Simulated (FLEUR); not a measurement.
Runs of FLEUR MaX-R8.1 (later development tree) on TaVN2. It takes space group P4/mmm (No. 123, tetragonal). Conventional cell: a = 3.050 Å, b = 3.050 Å, c = 4.296 Å, α = 90.00°, β = 90.00°, γ = 90.00°. Around Ta (site symmetry 4/mmm) lie 6 N at 2.15 to 2.16 Å. V (site symmetry 4/mmm) is surrounded by 6 N at 2.15 to 2.16 Å. Around N (site symmetry 4/mmm) lie 2 V at 2.15 Å and 4 Ta at 2.16 Å. N (site symmetry 4/mmm) is surrounded by 2 Ta at 2.15 Å and 4 V at 2.16 Å. The cell comes from a database or a generator and needn't be the stable form of this composition.

```csv
U,gap on the mesh (eV),moment (μB)
V d U = 3 eV,none,2.33
V d U = 0.0 eV,none,0.00
V d U = 6 eV,none,(b)
V d U = 5 eV,none,(a)
V d U = 4 eV,none,2.45
```

Alike in all rows: task single point; level PBEsol+U; potentials or basis all-electron, FLAPW; spin collinear, ferromagnetic start; cell as given; k mesh 7 × 7 × 5; smearing fermi-dirac 0.05 eV; kmax 5.07 1/bohr.

Task: Estimate the missing entries.

Result: (a) 2.49; (b) 2.52.

A k mesh can miss the band edges, and the runs leave out spin-orbit coupling on Ta.

A gap of «none» marks a metal or a gap under the smearing width.
